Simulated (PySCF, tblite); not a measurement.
# C₃H₁₀BN₂Si radical: geometry, infrared bands and EPR parameters

Aim: predict the infrared bands and EPR parameters of C₃H₁₀BN₂Si radical (`[SiH3]CB1N[CH]CN1`).

Programs: tblite 0.8.0 and PySCF 2.14.0, with density-fitted response routines of our own. Each step states its level of theory. These are calculated values for one molecule in the gas phase, unless marked as measured. Atoms are numbered from 0 throughout.

## Step 1: Starting geometry

17 atoms, charge 0, multiplicity 2; geometry from: force field or distance geometry start.

Bonds of the start (Å): Si0–C1 1.84, C1–B2 1.58, B2–N3 1.53, N3–C4 1.46, C4–C5 1.50, C5–N6 1.45, N6–B2 1.52, Si0–H7 1.47, Si0–H8 1.48, Si0–H9 1.49, C1–H10 1.11, C1–H11 1.13, N3–H12 1.07, C4–H13 1.11, C5–H14 1.10, C5–H15 1.11, N6–H16 1.06.

## Step 2: Relaxing the molecule with GFN2-xTB

The job: settings as JSON, then the geometry in Å.

```
{"job": {"kind": "relax", "xc": "GFN2-xTB", "basis": "xTB"}, "charge": 0, "multiplicity": 2}
Si    -2.742400    -0.221600     0.179700
C     -1.153600    -1.130100    -0.036000
B      0.131400    -0.217700     0.070300
N      0.349100     1.245300    -0.303800
C      1.796800     1.330000    -0.464200
C      2.367900    -0.034100    -0.237000
N      1.446200    -0.618100     0.718400
H     -2.909000     0.755500    -0.899300
H     -3.845800    -1.212800     0.209300
H     -2.715300     0.467000     1.496200
H     -1.190200    -1.710600    -0.979000
H     -1.098900    -1.866900     0.823900
H      0.147200     1.888100     0.522800
H      2.261700     2.051400     0.239700
H      2.269500    -0.610800    -1.169000
H      3.411800    -0.028100     0.137000
H      1.466700    -0.074500     1.629400
```

Launch:

```bash
$ OMP_NUM_THREADS=1 python probes_run.py task.json out
```

The driver reads the jobs from task.json and runs them one after another.

**Question.** This job is followed by: GFN2-xTB harmonic vibrations, gas phase; UKS B3LYP, pcH-1 on B C H N Si, non-relativistic, mean-field spin-orbit, GIAO. What will the session give for the following? strongest single infrared mode (GFN2-xTB); zero-point energy (GFN2-xTB); g(iso) (B3LYP); ⟨S²⟩; largest a(iso) (averaged by class); surface potential, 1st and 99th percentile.

As calculated:

```
                                 quantity                      value
strongest single infrared mode (GFN2-xTB)       802 cm⁻¹, 488 km/mol
             zero-point energy (GFN2-xTB)              80.5 kcal/mol
                           g(iso) (B3LYP)                    2.00276
                                     ⟨S²⟩         0.753 (exact 0.75)
       largest a(iso) (averaged by class)  1H on H14, H15, 120.5 MHz
    surface potential, 1st and 99th percentile         -0.85 V and 1.65 V
```

**Reading.** Over 179 steps the energy fell by 2.516 eV; of the close pairs, B2–N6 changed most, 1.520 to 1.406 Å. No mode is imaginary among the 45: a minimum at this level. The strongest single mode, at 802 cm⁻¹, is carried by H8, H7, Si0, H9. Unscaled tight-binding wavenumbers are off by several per cent, some by more. Its intensities can rank the bands wrongly. Most of the unpaired spin sits on C4 (0.83 e). The isotropic g lies 0.4 ppt above the free-electron value.
